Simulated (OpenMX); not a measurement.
HPbNO4:

```
H Pb N O
1.0
     6.85876    0.00000   -0.01491
     0.00000    4.22865    0.00000
    -3.37519    0.00000    7.28194
H Pb N O
2 2 2 8
Direct
  0.22549 0.75000 0.50730
  0.77451 0.25000 0.49270
  0.30229 0.25000 0.28494
  0.69771 0.75000 0.71506
  0.21484 0.75000 0.83567
  0.78516 0.25000 0.16433
  0.33078 0.75000 0.45338
  0.40909 0.75000 0.86901
  0.15508 0.75000 0.96537
  0.07083 0.75000 0.66955
  0.66922 0.25000 0.54661
  0.59091 0.25000 0.13099
  0.84492 0.25000 0.03463
  0.92917 0.25000 0.33045
```

The cell was built by a generator and needn't be a form met in nature.

Base run:

| Item | Value |
| --- | --- |
| Program | OpenMX 3.8.5 |
| Functional | PBE |
| Potentials or basis | OpenMX 2013 PBE set, H5.0-s2, Pb8.0-s3p2d2, N6.0-s2p2, O6.0-s2p2, grid cutoff 500 Ry |
| k mesh | 5 × 7 × 5 |
| Occupations | fermi-dirac, width 0.05 eV |
| Spin | no spin polarisation |

Its results: band gap on the k mesh 2.76 eV, indirect (least direct gap 2.93 eV); pressure 10.7 GPa; largest force 5.644 eV/Å.

Question: The run is repeated on the same cell with these changes: functional from PBE to LDA; potentials or basis from OpenMX 2013 PBE set, H5.0-s2, Pb8.0-s3p2d2, N6.0-s2p2, O6.0-s2p2, grid cutoff 500 Ry to OpenMX 2013 LDA set, H6.0-s2p1, Pb8.0-s3p2d2f1, N6.0-s2p2d1, O6.0-s2p2d1, grid cutoff 500 Ry. What comes out?

Answer: Band gap on the k mesh 3.01 eV, indirect (least direct gap 3.13 eV); pressure -3.4 GPa; largest force 0.513 eV/Å.

Caveats: spin-orbit coupling is left out, which as a rule narrows the gap of such compounds by several tenths of an eV; the basis of atomic orbitals isn't converged, which shifts pressures, moduli and gaps; forces of over 1 eV/Å show positions far from the minimum, so gaps and moduli don't describe the material at rest (some runs).

Not every run made on this cell is shown here.
